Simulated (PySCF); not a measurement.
# C6H11N: magnetic properties

Wanted: magnetic properties for C6H11N (`CCC=C=CCN`).

Programs: PySCF 2.14.0, with routines of our own; each step states its level. All values are computed. Atoms count from 0.

## Step 1: The starting structure

18 atoms, charge 0, multiplicity 1; geometry from: GFN2-xTB.

## Step 2: Magnetic properties: GIAO BHandHLYP/pcSseg-1

What the job is given:

```
{"job": {"kind": "mag", "xc": "BHandHLYP", "basis": "pcSseg-1", "isotopologues": 2}, "charge": 0, "multiplicity": 1}
C     -2.698319    -0.847863    -0.996092
C     -2.218946    -0.395284     0.381609
C     -0.837739    -0.916655     0.666808
C      0.195747    -0.164809     0.887728
C      1.209993     0.619893     1.082445
C      2.113077     1.113885    -0.015457
N      3.495589     0.792344     0.317245
H     -2.713178    -1.934101    -1.058087
H     -2.034473    -0.468834    -1.770205
H     -3.702751    -0.478181    -1.190084
H     -2.905958    -0.772639     1.144793
H     -2.215916     0.694625     0.434439
H     -0.737357    -1.995442     0.675127
H      1.488507     0.938596     2.077906
H      1.779456     0.695752    -0.980348
H      2.039742     2.206098    -0.073485
H      4.121855     1.132985    -0.404352
H      3.611912    -0.214050     0.381693
```

With the program's defaults for keys left out, this is: GIAO BHandHLYP/pcSseg-1 magnetisability, rotational g tensor and spin-rotation constants, non-relativistic, gas phase.

The run is started by

```console
$ OMP_NUM_THREADS=1 python excited_run.py task.json out
```

The driver reads the jobs from task.json and runs them one after another.

The program printed:

```text
coarse grid: 14400 points
cycle   1  E = -289.6449454591  dE =  9.708e-01  |g| = 3.728e-01  |ddm| = 3.770e+00
cycle   2  E = -289.6705145025  dE = -2.557e-02  |g| = 2.567e-01  |ddm| = 5.491e-01
cycle   3  E = -289.6845236033  dE = -1.401e-02  |g| = 5.415e-02  |ddm| = 2.257e-01
cycle   4  E = -289.6851272894  dE = -6.037e-04  |g| = 1.614e-02  |ddm| = 6.343e-02
cycle   5  E = -289.6851887429  dE = -6.145e-05  |g| = 3.321e-03  |ddm| = 1.705e-02
cycle   6  E = -289.6851915425  dE = -2.800e-06  |g| = 7.211e-04  |ddm| = 4.271e-03
final grid: 137336 points
cycle   7  E = -289.7223048255  dE = -1.976e-05  |g| = 3.490e-03  |ddm| = 1.638e-02
cycle   8  E = -289.7223058803  dE = -1.055e-06  |g| = 2.889e-03  |ddm| = 5.198e-03
cycle   9  E = -289.7223078691  dE = -1.989e-06  |g| = 2.476e-04  |ddm| = 2.298e-03
cycle  10  E = -289.7223078796  dE = -1.044e-08  |g| = 1.494e-04  |ddm| = 3.646e-04
cycle  11  E = -289.7223078853  dE = -5.680e-09  |g| = 2.903e-05  |ddm| = 1.596e-04
cycle  12  E = -289.7223078855  dE = -2.090e-10  |g| = 8.349e-06  |ddm| = 3.085e-05
converged SCF energy = -289.7223078855

Magnetisability tensor (1e-30 J/T^2)
    -1238.51       36.99      -19.09
       36.99    -1125.42        7.39
      -19.09        7.39    -1176.56
isotropic -1180.16   principal values   -1254.85  -1171.29  -1114.35
isotropic susceptibility -71.071 1e-6 cm^3/mol

Inertial axes            a          b          c
rot. const./GHz      7.8462     0.9304     0.8900
chi total           -72.866    -70.761    -69.586
chi diamagnetic    -264.615  -1434.718  -1495.539
chi paramagnetic    191.749   1363.957   1425.954
quadrupole/D A       -0.211     -1.355      1.567
g nuclear            0.6886     0.5934     0.5924
g electronic        -0.7068    -0.5962    -0.5962
g total             -0.0182    -0.0028    -0.0039

Spin-rotation constants (kHz, H = +C I.J)
atom  isotope        aa         bb         cc
  6    14N        0.292      0.042      0.042
  7     1H       -0.763     -0.104      0.007
  8     1H       -0.482     -0.020     -0.105
  9     1H       -0.201     -0.099     -0.058
 10     1H       -0.385     -0.023     -0.096
 11     1H       -0.728     -0.106      0.019
 12     1H       -0.754     -0.100      0.062
 13     1H       -0.546      0.031     -0.080
 14     1H       -0.578     -0.001     -0.071
 15     1H       -0.756     -0.084      0.028
 16     1H       -0.504     -0.037     -0.106
 17     1H       -0.918     -0.111      0.005
  0    13C*       1.082      0.127      0.134
  1    13C*       1.244      0.153      0.136
  2    13C*       2.083      0.145      0.335
  3    13C*       3.324      0.437      0.408
  4    13C*       1.901      0.352      0.158
  5    13C*       1.409      0.177      0.174
* in the singly substituted isotopologue

Isotopologues: g along a, b, c
2H    at 7,8,9,10,11,12    -0.0134    -0.0024    -0.0033
13C   at 0                 -0.0178    -0.0028    -0.0038
```

It took 23 s on 1 thread of Intel Xeon 6975P-C, shared host; peak memory 0.79 GiB.

In short:

```tsv
quantity	value
magnetisability	-1180·10⁻³⁰ J/T²
molar susceptibility	-71.1·10⁻⁶ cm³/mol
rotational g (a, b, c)	-0.0182, -0.0028, -0.0039
```

The fields below are evaluated on a grid from the run's orbitals.

Frontier orbitals at BHandHLYP/pcSseg-1, with the share of their density that lies nearest to each atom:

```tsv
orbital	energy (eV)	lies on
HOMO	-8.14	N6 29 %; C3, C4 about 19 % each; H14, H15 about 6 % each
LUMO	1.52	C3 21 %; C4 16 %; H12 11 %
```

ELF in a plane through or near 7 of the atoms.

Ten even steps from '0' (0.00) to '9' (1.00):
```
0000000000000000000000000000
0000000000000000000000000000
0000000000000000000000000000
0000000000000000000000000000
0000000026510044100340000000
0000000039841376305998000000
0000153017855587528999000000
0000688404447187778996000000
0001899814437476892740000000
0001688756856586774721000000
0000584572621575338845410000
0002898665850142016338840000
0004998349991010079468850000
0002997029994000599956630000
0000461018993000899921100000
0000000002530000399700000000
0000000000000000012100000000
0000000000000000000000000000
0000000000000000000000000000
0000000000000000000000000000
```
The map spans 13.6 Å across and 8.7 Å up, centred on the molecule. Atoms in the plane (x, y in Å): C0 (2.9, -0.8), C3 (-0.2, 0.8), N6 (-3.6, -0.1), H8 (2.3, -1.6), H10 (2.9, 1.4), H14 (-1.8, -1.3), H16 (-4.2, -0.9).

log10 of the density (e/Å³) in the same plane.

Values, 10 rows by 14 columns:
```
-4.0 -4.0 -4.0 -4.0 -4.0 -4.0 -4.0 -4.0 -4.0 -4.0 -4.0 -4.0 -4.0 -4.0
-4.0 -4.0 -4.0 -4.0 -3.4 -3.0 -3.3 -3.1 -3.3 -3.6 -3.6 -4.0 -4.0 -4.0
-4.0 -4.0 -4.0 -3.4 -2.1 -1.5 -1.9 -1.7 -1.9 -2.0 -2.1 -3.2 -4.0 -4.0
-4.0 -4.0 -2.3 -1.6 -1.3 -0.2 -0.3 -0.3 -0.6 -0.4 -0.6 -2.3 -4.0 -4.0
-4.0 -3.1 -1.2 -0.2 -0.7  0.2  0.4  0.2  0.2  0.3 -0.7 -2.1 -3.5 -4.0
-4.0 -2.8 -0.8  0.6  0.2 -0.1 -0.7 -0.7 -0.6  0.1 -0.1 -1.2 -2.8 -4.0
-4.0 -2.8 -0.8 -0.2 -0.4  0.2 -1.4 -1.8 -1.3  0.1  0.2 -0.9 -2.6 -4.0
-4.0 -3.5 -2.1 -1.7 -1.5 -0.9 -1.9 -2.9 -1.5 -0.2 -1.0 -1.8 -3.1 -4.0
-4.0 -4.0 -4.0 -3.8 -3.1 -2.8 -3.4 -3.9 -2.8 -2.1 -2.5 -3.3 -4.0 -4.0
-4.0 -4.0 -4.0 -4.0 -4.0 -4.0 -4.0 -4.0 -4.0 -3.8 -4.0 -4.0 -4.0 -4.0
```
The map spans 13.6 Å across and 8.7 Å up, centred on the molecule. Atoms in the plane (x, y in Å): C0 (2.9, -0.8), C3 (-0.2, 0.8), N6 (-3.6, -0.1), H8 (2.3, -1.6), H10 (2.9, 1.4), H14 (-1.8, -1.3), H16 (-4.2, -0.9).

On the surface of density 0.002 e/bohr³ the electrostatic potential runs, from the 1st to the 99th percentile, from -1.77 V near N6 to 1.16 V near H16.

## Step 3: Magnetic properties: GIAO wB97X-D/6-31++G**

Settings changed since step 2:

```diff
@@ -1,2 +1,2 @@
-{"job": {"kind": "mag", "xc": "BHandHLYP", "basis": "pcSseg-1", "isotopologues": 2}, "charge": 0, "multiplicity": 1}
+{"job": {"kind": "mag", "xc": "wB97X-D", "basis": "6-31++G**"}, "charge": 0, "multiplicity": 1}
 C     -2.698319    -0.847863    -0.996092
```

With the program's defaults for keys left out, this is: GIAO wB97X-D/6-31++G** magnetisability, rotational g tensor and spin-rotation constants, non-relativistic, gas phase.

The program printed:

```text
coarse grid: 14400 points
cycle   1  E = -289.8887394293  dE =  9.857e-01  |g| = 3.589e-01  |ddm| = 1.052e+01
cycle   2  E = -289.9097345270  dE = -2.100e-02  |g| = 2.711e-01  |ddm| = 3.389e+00
cycle   3  E = -289.9253939120  dE = -1.566e-02  |g| = 4.401e-02  |ddm| = 1.226e+00
cycle   4  E = -289.9258717050  dE = -4.778e-04  |g| = 1.672e-02  |ddm| = 1.665e-01
cycle   5  E = -289.9259479267  dE = -7.622e-05  |g| = 3.172e-03  |ddm| = 5.116e-02
cycle   6  E = -289.9259518686  dE = -3.942e-06  |g| = 1.136e-03  |ddm| = 1.932e-02
final grid: 137336 points
cycle   7  E = -289.8669690946  dE = -1.403e-04  |g| = 7.292e-03  |ddm| = 1.609e-01
cycle   8  E = -289.8669737687  dE = -4.674e-06  |g| = 6.514e-03  |ddm| = 3.565e-02
cycle   9  E = -289.8669830714  dE = -9.303e-06  |g| = 6.756e-04  |ddm| = 1.525e-02
cycle  10  E = -289.8669831815  dE = -1.101e-07  |g| = 3.715e-04  |ddm| = 3.895e-03
cycle  11  E = -289.8669832223  dE = -4.080e-08  |g| = 6.284e-05  |ddm| = 1.188e-03
cycle  12  E = -289.8669832240  dE = -1.736e-09  |g| = 2.793e-05  |ddm| = 2.848e-04
cycle  13  E = -289.8669832245  dE = -4.782e-10  |g| = 9.616e-06  |ddm| = 1.389e-04
converged SCF energy = -289.8669832245

Magnetisability tensor (1e-30 J/T^2)
    -1240.40       38.65      -18.44
       38.65    -1125.26        9.46
      -18.44        9.46    -1174.02
isotropic -1179.89   principal values   -1257.18  -1169.24  -1113.26
isotropic susceptibility -71.055 1e-6 cm^3/mol

Inertial axes            a          b          c
rot. const./GHz      7.8462     0.9304     0.8900
chi total           -72.894    -70.660    -69.611
chi diamagnetic    -264.081  -1434.575  -1495.367
chi paramagnetic    191.188   1363.915   1425.757
quadrupole/D A       -0.637     -1.118      1.755
g nuclear            0.6886     0.5934     0.5924
g electronic        -0.7047    -0.5961    -0.5961
g total             -0.0161    -0.0028    -0.0038

Spin-rotation constants (kHz, H = +C I.J)
atom  isotope        aa         bb         cc
  6    14N        0.259      0.037      0.038
  7     1H       -0.763     -0.104      0.008
  8     1H       -0.482     -0.021     -0.104
  9     1H       -0.200     -0.100     -0.058
 10     1H       -0.380     -0.023     -0.095
 11     1H       -0.721     -0.105      0.020
 12     1H       -0.741     -0.100      0.064
 13     1H       -0.536      0.032     -0.080
 14     1H       -0.575      0.001     -0.070
 15     1H       -0.760     -0.084      0.028
 16     1H       -0.498     -0.036     -0.106
 17     1H       -0.915     -0.109      0.007
  0    13C*       0.926      0.109      0.116
  1    13C*       1.080      0.134      0.118
  2    13C*       1.881      0.124      0.293
  3    13C*       2.955      0.383      0.358
  4    13C*       1.715      0.307      0.138
  5    13C*       1.230      0.158      0.155
* in the singly substituted isotopologue
```

Wall time 27 s (1 thread of Intel Xeon 6975P-C, shared host); peak memory 0.85 GiB.

Key values:

```tsv
quantity	value
magnetisability	-1180·10⁻³⁰ J/T²
molar susceptibility	-71.1·10⁻⁶ cm³/mol
rotational g (a, b, c)	-0.0161, -0.0028, -0.0038
```

## Step 4: The levels compared

```tsv
level	ξ (10⁻³⁰ J/T²)	g(a)	g(b)	gap (eV)	functions	time
GIAO BHandHLYP/pcSseg-1	-1180	-0.0182	-0.0028	9.67	174	23 s
GIAO wB97X-D/6-31++G**	-1180	-0.0161	-0.0028	9.86	192	27 s
```

## Step 5: Results

| quantity | value |
| --- | --- |
| magnetisability (step 2, GIAO BHandHLYP/pcSseg-1) | -1180·10⁻³⁰ J/T² |
| molar susceptibility (step 2, GIAO BHandHLYP/pcSseg-1) | -71.1·10⁻⁶ cm³/mol |
| rotational g (a, b, c) (step 2, GIAO BHandHLYP/pcSseg-1) | -0.0182, -0.0028, -0.0039 |
| surface potential, 1st and 99th percentile | -1.77 V and 1.16 V |
| magnetisability over the levels | -1180 to -1180·10⁻³⁰ J/T² |

The magnetisability spreads by 0.0 % over 2 levels of like cost. Two levels can agree by chance, so this spread shows no convergence. Vibrational averaging and real surroundings are missing from these values.
